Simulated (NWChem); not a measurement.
# C2H6O (ethanol): B3LYP/6-31G

What is the electronic atomisation energy of C2H6O (ethanol) at B3LYP/6-31G? 

The calculation is run with NWChem 7.3.0.

**1. The molecule**

The species is C2H6O (9 atoms), meant as a singlet with charge 0. SMILES: `CCO`. Geometry: relaxed at PBE0-D4/def2-TZVP. This is one conformer, not always the lowest.

Bond lengths: C1–C2 1.513 Å, C2–O3 1.413 Å, C1–H4 1.093 Å, C1–H5 1.092 Å, C1–H6 1.095 Å, C2–H7 1.093 Å, C2–H8 1.099 Å, O3–H9 0.961 Å. Some angles: C1–C2–O3 112.9°, C1–C2–H7 110.3°, C1–C2–H8 110.2°, O3–C2–H7 105.5°, O3–C2–H8 110.8°, C2–C1–H4 110.8°, C2–C1–H5 110.6°, C2–C1–H6 111.1°, C2–O3–H9 108.2°, H7–C2–H8 107.0°.

**2. The energy at B3LYP/6-31G (run 1)**

Contents of nw.nw:

```
start nw
memory stack 880 mb heap 220 mb global 1100 mb
charge 0

geometry units angstrom noautosym nocenter noautoz
  C       -0.536400       0.571600      -0.468400
  C        0.307400      -0.600000      -0.015300
  O        1.205500      -0.261400       1.021600
  H       -1.182000       0.285400      -1.302900
  H        0.097600       1.400900      -0.789000
  H       -1.181600       0.928100       0.340800
  H        0.932300      -0.956600      -0.837500
  H       -0.337800      -1.437600       0.285600
  H        0.695000       0.069600       1.765000
end

basis spherical bse
  C library 6-31G
  O library 6-31G
  H library 6-31G
end

dft
  xc b3lyp
  grid fine
  convergence energy 1e-08
  iterations 100
  mulliken
  noprint "final vectors analysis"
end

task dft
```

Run with:

```console
$ nwchem nw.nw > nw.out
```

The program printed:

```text
[...]
          Wavefunction type:  closed shell.
          No. of atoms     :     9
          No. of electrons :    26
[...]
          Charge           :     0
          Spin multiplicity:     1
[...]
          AO basis - number of functions:    39
[...]
              XC Information
              --------------
                         B3LYP Method XC Potential
                     Hartree-Fock (Exact) Exchange  0.200
                        Slater Exchange Functional  0.800 local
                    Becke 1988 Exchange Functional  0.720 non-local
              Lee-Yang-Parr Correlation Functional  0.810
                  VWN I RPA Correlation Functional  0.190 local
[...]
 d= 0,ls=0.0,diis     1   -154.9337159311 -2.37D+02  2.53D-02  4.52D-01     0.5
[...]
 d= 0,ls=0.0,diis     8   -154.9887153061  7.47D-10  3.02D-06  3.47D-08     3.0
         Total DFT energy =     -154.988715306064
      One electron energy =     -371.950768164180
           Coulomb energy =      156.718681764089
    Exchange-Corr. energy =      -21.724274938945
 Nuclear repulsion energy =       81.967646032972
[...]
      Total Density - Mulliken Population Analysis
     ---------------------------------------------
    Atom       Charge   Shell Charges
 -----------   ------   -------------------------------------------------------
    1 C    6     6.42   2.00  0.67  2.15  0.65  0.95
    2 C    6     6.02   2.00  0.68  2.09  0.56  0.69
    3 O    8     8.59   2.00  0.90  2.93  1.00  1.76
    4 H    1     0.86   0.53  0.33
    5 H    1     0.85   0.53  0.31
    6 H    1     0.87   0.54  0.34
    7 H    1     0.85   0.55  0.30
    8 H    1     0.88   0.55  0.33
    9 H    1     0.65   0.52  0.13
[...]
```

It took 3.9 s on 1 thread of Intel Xeon 6975P-C (Granite Rapids), shared host; peak memory 0.11 GiB.

**3. The C atom at the same level (run 2)**

Contents of test.nw:

```
start test
memory stack 880 mb heap 220 mb global 1100 mb
charge 0

geometry noautosym nocenter noautoz
C     0.000000    0.000000    0.000000
end

basis spherical bse
* library 6-31G
end

dft
xc b3lyp
mult 3
grid fine
convergence energy 1e-08
iterations 100
mulliken
print low
end

task dft energy
```

Run the same way, it converges to -37.84366 Eh (log not shown).

**4. The H atom at the same level (run 3)**

Contents of mol.nw:

```
echo
start mol
memory 2200 mb

geometry units angstrom noautosym nocenter noautoz
 H        0.000000       0.000000       0.000000
end

basis "ao basis" spherical bse
 * library 6-31G
end

dft
 xc b3lyp
 mult 2
 grid fine
 convergence energy 1e-08
 iterations 100
 mulliken
 print low
end

task dft
```

Run with:

```console
$ nwchem mol.nw > mol.out
```

The program printed:

```text
[...]
 d= 0,ls=0.0,diis     1     -0.5002625028 -5.00D-01  2.60D-03  1.52D-05     0.0
[...]
 d= 0,ls=0.0,diis     4     -0.5002727828 -2.33D-11  2.49D-07  1.32D-13     0.0
[...]
         Total DFT energy =       -0.500272782776
      One electron energy =       -0.498225556227
           Coulomb energy =        0.315389017265
    Exchange-Corr. energy =       -0.317436243814
 Nuclear repulsion energy =        0.000000000000
[...]
      Total Density - Mulliken Population Analysis
     ---------------------------------------------
    Atom       Charge   Shell Charges
 -----------   ------   -------------------------------------------------------
    1 H    1     1.00   0.37  0.63
     --------------------------------------------
      Spin Density - Mulliken Population Analysis
     --------------------------------------------
    Atom       Charge   Shell Charges
 -----------   ------   -------------------------------------------------------
    1 H    1     1.00   0.37  0.63
[...]
      <S2> =      0.7500 (Exact =     0.7500)
[...]
```

Wall time 0.58 s (1 thread of Intel Xeon 6975P-C (Granite Rapids), shared host); peak memory 0.1 GiB.

**5. The O atom, same level (run 4)**

Contents of work.xyz:

```xyz
1
O
O      0.000000     0.000000     0.000000
```

Contents of work.nw:

```
start work
title "O"
memory total 2200 mb
charge 0

geometry units angstroms noautosym nocenter noautoz
  load work.xyz
end

basis spherical bse
  * library 6-31G
end

dft
  xc b3lyp
  mult 3
  grid fine
  convergence energy 1e-08
  maxiter 100
  mulliken
  noprint "final vectors analysis"
end

task dft energy
```

Run the same way, it converges to -75.05833 Eh (log not shown).

**6. The series**

```csv
run,level,partner,energy (Eh),wall time
1,B3LYP/6-31G,base,-154.988715,3.9 s
2,UB3LYP/6-31G,atoms,-37.843662,0.66 s
3,UB3LYP/6-31G,atoms,-0.500273,0.58 s
4,UB3LYP/6-31G,atoms,-75.058329,0.74 s
```

**7. Outcome**

Level: B3LYP/6-31G.

| quantity | value |
| --- | --- |
| O atom: total energy | -75.05833 Eh |
| O atom: ⟨S²⟩ | 2.002 |
| electronic atomisation energy | 33.781 eV |

In words: Taking the molecule apart into free atoms costs 33.78 eV (779 kcal/mol), before zero-point energy and without spin-orbit coupling. The basis has no polarisation functions, which makes bonds too weak. All runs together took 5.9 s, the longest 3.9 s.
